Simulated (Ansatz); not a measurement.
# Ti3S2 (R32) in Ansatz: reference runs

Reference runs on Ti3S2: the cell as given and a disturbed copy.

Program: Ansatz 0.2.0. These are calculated values, not measurements. Logs are shortened: lines on timing, memory, paths and dates and some standing lists are left out, and cuts for length are marked.

### Step 1. Starting point

It takes space group R32 (No. 155, trigonal). Conventional cell: a = 5.426 Å, b = 5.426 Å, c = 9.713 Å, α = 90.00°, β = 90.00°, γ = 120.00°. Ti (site symmetry 2) has 4 S at 2.42 to 2.44 Å as nearest neighbours. S (site symmetry 3) has 6 Ti at 2.42 to 2.44 Å as nearest neighbours.

The cell comes from a database or a generator and needn't be the stable form of this composition.

### Step 2. Single point, PBEsol

Input file input.yaml:

```yaml
crystal:
  lattice:
    - [2.7131139241, 1.5664170544, 3.2376184047]
    - [-2.7131139241, 1.5664170544, 3.2376184047]
    - [0.0, -3.1328341088, 3.2376184047]
  atoms:
    - { symbol: Ti, position: [0.0, 0.335655, 0.664345] }
    - { symbol: Ti, position: [0.664345, 0.0, 0.335655] }
    - { symbol: Ti, position: [0.335655, 0.664345, 0.0] }
    - { symbol: S, position: [0.167839, 0.167839, 0.167839] }
    - { symbol: S, position: [0.832161, 0.832161, 0.832161] }
hamiltonian:
  xc: pbesol
  pseudopotentials: { kind: paw }
kpoints:
  mp_grid: { grid: [6, 6, 6] }
scf:
  occupations: { method: fermi_dirac, width: 0.05 }
output:
  forces: true
  stress: true
  eigenvalues: true
```

Potentials or basis: Ansatz PAW.

Command:

```
> ansatz run input.yaml --threads 2 --pin off --max-ram 5632MiB --backend cpu --events-out ev --progress --plain --runs-dir out
```

What it wrote:

```text
Warning: RAYON_NUM_THREADS=2 ignored (pool sized by the plan → 2); use --threads N
Engine: ansatz 0.2.0, x86_64-unknown-linux-gnu
Pseudopotentials: kind: paw
Pseudopotential: Ti, paw, valence charge 12, recommended cutoff 420 eV (normal), Ti.paw.azcp
Pseudopotential: S, paw, valence charge 6, recommended cutoff 420 eV (normal), S.paw.azcp
Functional definition: PBEsol
  exchange = pbesol_x
  correlation = pbesol_c
Crystal: 5 atoms, lattice volume = 82.557 Å³
Basis set: ecut = 420 eV, 1613 PW (Γ), exchange–correlation on 64×64×64 points (8 copies of the dense FFT grid, shifted against one another)
Bands: 29, of which v1, the nominal top of the filled ones, is band 24 counted from 1 (23 counted from 0)
Symmetry: 6 space group operations
Space group: R32 (ITA 155), of the structure as read, at distance tolerance 4.4e-5 Å
k-points: 32 of 216 (time reversal used)
Non-local potential: Ti, projectors of the file, l = 0: 3, l = 1: 2, l = 2: 3, l = 3: 1
Non-local potential: S, projectors of the file, l = 0: 2, l = 1: 2, l = 2: 2
PAW form: soft (Blöchl's): semilocal exchange-correlation on the pseudo side does not see the compensation charge
PAW frozen core: Ti, regenerated for the run's functional, and the local potential with it (the file was generated under x = pbe(κ = 0.804, μ = 0.2195149727645171), c = pbe(β = 0.06672455060314922))
PAW frozen core: S, regenerated for the run's functional, and the local potential with it (the file was generated under x = pbe(κ = 0.804, μ = 0.2195149727645171), c = pbe(β = 0.06672455060314922))
PAW one-centre angular grid: Ti, 590 points (default); XC on 64 Gauss nodes
PAW one-centre angular grid: S, 110 points (default); XC on 64 Gauss nodes
Initial density: superposition of atomic densities (neutral atoms: chi_scale 0, normalization atom), corrected by the library's trained network
Initial wavefunctions: pseudopotential atomic-orbital guess
Functional: x = pbesol(κ = 0.804, μ = 0.12345679012345678), c = pbesol(β = 0.046)
SCF iter   1: F=—  HF=-9196.821377 eV  |F-HF|=—  |Δ(HF+E_count)|=         —  Δρ=1.02e-2  dr2=7.17e-2  ethr=1.77e-3  ⟨swp⟩=5.4  Hψ=3895  notcnv=0
preconditioner: auto → Kerker (q_TF=auto, 2.493 Å⁻¹)  [metal: Δε(μ)=0.069 eV  Ē_g=6.248 eV  σ=0.050 eV  W_gap=0.33  n_scr=20 (ndim 8)  ℏωp=20.0 eV  f_vac=0.000  D(μ)=1.98/eV (n_scr^D=14)]
SCF iter   2: F=—  HF=-9196.806266 eV  |F-HF|=—  |Δ(HF+E_count)|=   1.51e-2  Δρ=4.41e-3  dr2=1.33e-2  ethr=1.49e-4  ⟨swp⟩=2.0  Hψ=1465  notcnv=0
SCF iter   3: F=—  HF=-9196.804653 eV  |F-HF|=—  |Δ(HF+E_count)|=   1.61e-3  Δρ=1.53e-3  dr2=1.97e-3  ethr=2.77e-5  ⟨swp⟩=2.0  Hψ=1062  notcnv=0
SCF iter   4: F=—  HF=-9196.804428 eV  |F-HF|=—  |Δ(HF+E_count)|=   2.25e-4  Δρ=2.67e-4  dr2=6.19e-5  ethr=4.11e-6  ⟨swp⟩=2.0  Hψ=1240  notcnv=0
SCF iter   5: F=—  HF=-9196.804412 eV  |F-HF|=—  |Δ(HF+E_count)|=   1.63e-5  Δρ=5.89e-5  dr2=2.84e-6  ethr=1.29e-7  ⟨swp⟩=2.0  Hψ=1243  notcnv=0
SCF iter   6: F=—  HF=-9196.804412 eV  |F-HF|=—  |Δ(HF+E_count)|=   6.28e-8  Δρ=1.56e-5  dr2=2.82e-7  ethr=5.91e-9  ⟨swp⟩=3.0  Hψ=1685  notcnv=0
SCF iter   7: F=-9196.804412 eV  HF=-9196.804412 eV  |F-HF|=2.17e-8  |Δ(HF+E_count)|=   4.08e-8  Δρ=4.78e-6  dr2=3.36e-8  ethr=2.08e-10  ⟨swp⟩=5.4  Hψ=3465  notcnv=0
SCF 1 converged in 7 iterations: F = -9196.804412 eV  dr2 = 3.36e-8
SCF converged after 7 iterations
Free energy (F): -9196.804412 eV
Harris-Foulkes:  -9196.804412 eV  (|F-HF|=2.17e-8)
Internal energy: -9196.785111 eV  (E = F + TS)
E sigma→0 (E₀):  -9196.794761 eV
Entropy (-TS):   -0.019300 eV (-3.860 meV/atom)
Fermi energy:    12.162722 eV
--- Per-component energies (eV) ---
  E_band       = -475.843793
  E_kinetic    = 1038.560020
  E_local      = -2953.479209  (includes V_loc(G=0)·N_el)
  E_nonlocal   = 85.394329
  E_hartree    = 1210.178631
  E_xc         = -486.034602
  E_vxc        = -544.310818  (∫ρ·V_xc dr)
  E_paw        = -4236.684666  (= ΣΔE_a)
  E_vpaw       = -522.363568  (= ΣTr[D̂ρ^β])
  E_aug_tail   = 0.000387  (compensation charges beyond the density's cutoff)
  E_ewald      = -3855.262052
  E_core_change = 0.542052  (= ΣΔE_core)
  E_smearing   = -0.019300  (= −TS)
  E_closure    = -0.000000  (closes the sum)
  Σ components = -9196.804412   (vs F -9196.804412, Δ=0.00e0)
--- Forces (eV/Å), atoms counted from 1 ---
  atom   1  Ti     0.02206210    -0.03821268    -0.00000000
  atom   2  Ti     0.02206210     0.03821268    -0.00000000
  atom   3  Ti    -0.04412420    -0.00000000    -0.00000000
  atom   4  S     -0.00000000     0.00000000     0.03137738
  atom   5  S     -0.00000000    -0.00000000    -0.03137738
  max |Σ_I F_I| component: 4.51e-16 eV/Å
--- Stress (GPa, compression-positive) ---
       -4.213531       0.000000      -0.000000
        0.000000      -4.213531      -0.000000
       -0.000000       0.000000      -4.981098
  P = ⅓ Tr σ = -4.4694 GPa (-44.694 kbar)
--- Band table (eV; the first three rows and the last of 32) ---
  k-point 0: bands = ["-44.5672", "-44.5172", "-44.5172", "-21.0343", "-21.0343", "-20.9891", "-20.9742", "-20.9555", "-20.9548", "-20.9548", "-20.7762", "-20.7762", "-3.1232", "-1.2115", "6.1879", "6.1879", "6.5027", "7.9792", "8.2658", "8.2658", "10.0245", "10.7482", "12.1512", "12.1512", "12.7378", "12.7378", "13.9473", "13.9473", "14.1084"]
  k-point 1: bands = ["-44.5636", "-44.5211", "-44.5169", "-21.0563", "-21.0146", "-21.0134", "-20.9956", "-20.9709", "-20.9189", "-20.9016", "-20.8015", "-20.7817", "-2.9922", "-1.3006", "6.0878", "6.3092", "6.5249", "7.7194", "8.0869", "8.4032", "10.2937", "11.0061", "11.9800", "12.0706", "12.4911", "12.9124", "13.4764", "13.8470", "14.3907"]
  k-point 2: bands = ["-44.5540", "-44.5295", "-44.5180", "-21.0735", "-21.0355", "-21.0015", "-20.9912", "-20.9750", "-20.8838", "-20.8610", "-20.8457", "-20.7973", "-2.6588", "-1.5509", "6.1594", "6.2094", "6.5496", "7.4074", "7.8509", "8.6879", "10.7714", "11.3320", "11.7823", "11.8204", "12.1276", "13.0675", "13.2563", "13.5866", "14.2320"]
  k-point 31: bands = ["-44.5538", "-44.5233", "-44.5233", "-21.1532", "-21.0112", "-20.9653", "-20.9653", "-20.9629", "-20.9606", "-20.9606", "-20.7628", "-20.7628", "-2.0099", "-1.3378", "4.8488", "6.1117", "6.1117", "7.5179", "8.0658", "8.0658", "11.3412", "11.9875", "11.9875", "12.1141", "12.4708", "12.4708", "12.9848", "12.9848", "14.0677"]
```

Wall time 3.2 s (2 threads of AMD EPYC 7R13 (Zen 3), shared host); peak memory 0.39 GiB.

What came out:

| Property | Result |
| --- | --- |
| Free energy | -9196.8044 eV |
| Pressure | -4.5 GPa |
| Largest force | 0.044 eV/Å |
| Band gap on the k mesh | none (metal or under the smearing width) |

Forces in eV/Å, atoms in the order of the input:
```
Ti   0.022 -0.038  0.000
Ti   0.022  0.038  0.000
Ti  -0.044  0.000  0.000
S    0.000  0.000  0.031
S    0.000  0.000 -0.031
```

Stress tensor (GPa, compression positive):
```
-4.21  0.00  0.00
 0.00 -4.21  0.00
 0.00  0.00 -4.98
```

Levels at points of the mesh, in eV from the Fermi level:
| k point | band 20 | band 21 | band 22 | band 23 | band 24 | band 25 | band 26 | band 27 | band 28 | band 29 |
| --- | --- | --- | --- | --- | --- | --- | --- | --- | --- | --- |
| (0.00, 0.00, 0.00) | -3.90 | -2.14 | -1.41 | -0.01 | -0.01 | 0.58 | 0.58 | 1.78 | 1.78 | 1.95 |
| (0.00, 0.00, -0.50) | -3.26 | -0.92 | -0.89 | -0.67 | -0.44 | -0.15 | 0.83 | 1.29 | 1.38 | 1.85 |
| (0.00, -0.50, -0.50) | -3.36 | -1.45 | -1.03 | -0.69 | -0.21 | 0.10 | 0.67 | 1.37 | 1.54 | 1.55 |
| (-0.50, -0.50, -0.50) | -4.10 | -0.82 | -0.18 | -0.18 | -0.05 | 0.31 | 0.31 | 0.82 | 0.82 | 1.90 |

Caveat: the PAW data sets come from PBE, with cores solved anew for the run's functional, which leaves a small shift of forces and pressure.

### Step 3. Single point, PBEsol (atoms moved at random, drawn with an rms of 0.05 Å)

Input file input.yaml:

```yaml
crystal:
  lattice:
    - [2.7131139241, 1.5664170544, 3.2376184047]
    - [-2.7131139241, 1.5664170544, 3.2376184047]
    - [0.0, -3.1328341088, 3.2376184047]
  atoms:
    - { symbol: Ti, position: [0.005038, 0.338862, 0.654334] }
    - { symbol: Ti, position: [0.661449, 0.007021, 0.334549] }
    - { symbol: Ti, position: [0.332583, 0.659153, -0.000112] }
    - { symbol: S, position: [0.148987, 0.192115, 0.164592] }
    - { symbol: S, position: [0.837722, 0.837989, 0.827783] }
hamiltonian:
  xc: pbesol
  pseudopotentials: { kind: paw }
kpoints:
  mp_grid: { grid: [6, 6, 6] }
scf:
  occupations: { method: fermi_dirac, width: 0.05 }
output:
  forces: true
  stress: true
  eigenvalues: true
```

Potentials or basis: Ansatz PAW.

Command:

```
> ansatz run input.yaml --threads 2 --pin off --max-ram 5632MiB --backend cpu --events-out ev --progress --plain --runs-dir out
```

Wall time 8.7 s (2 threads of AMD EPYC 7R13 (Zen 3), shared host); peak memory 0.51 GiB.

Results (log left out):

| Item | Value |
| --- | --- |
| Free energy | -9196.6882 eV |
| Pressure | -4.1 GPa |
| Largest force | 1.310 eV/Å |
| Band gap on the k mesh | none (metal or under the smearing width) |

Forces in eV/Å, atoms in the order of the input:
```
Ti  -0.392 -0.391  0.290
Ti  -0.109  0.059 -0.380
Ti  -0.419  0.719  0.924
S    1.225 -0.072 -0.456
S   -0.307 -0.314 -0.377
```

Stress tensor (GPa, compression positive):
```
-5.47 -1.37 -0.21
-1.37 -2.61  0.02
-0.21  0.02 -4.26
```

Levels at points of the mesh, in eV from the Fermi level:
| k point | band 22 | band 23 | band 24 | band 25 | band 26 | band 27 |
| --- | --- | --- | --- | --- | --- | --- |
| (0.00, 0.00, 0.00) | -1.45 | -0.09 | 0.03 | 0.55 | 0.59 | 1.68 |
| (0.00, 0.00, -0.50) | -0.86 | -0.70 | -0.41 | -0.09 | 0.80 | 1.31 |
| (0.00, -0.50, 0.00) | -0.92 | -0.73 | -0.37 | -0.17 | 0.74 | 1.28 |
| (0.00, -0.50, -0.50) | -0.94 | -0.78 | -0.19 | 0.07 | 0.71 | 1.34 |
| (-0.50, 0.00, 0.00) | -0.87 | -0.58 | -0.56 | -0.12 | 0.83 | 1.29 |
| (-0.50, 0.00, -0.50) | -1.09 | -0.63 | -0.23 | 0.04 | 0.67 | 1.36 |
| (-0.50, -0.50, 0.00) | -1.12 | -0.67 | -0.21 | 0.10 | 0.65 | 1.30 |
| (-0.50, -0.50, -0.50) | -0.27 | -0.14 | -0.04 | 0.24 | 0.36 | 0.82 |

Caveat: the PAW data sets come from PBE, with cores solved anew for the run's functional, which leaves a small shift of forces and pressure.
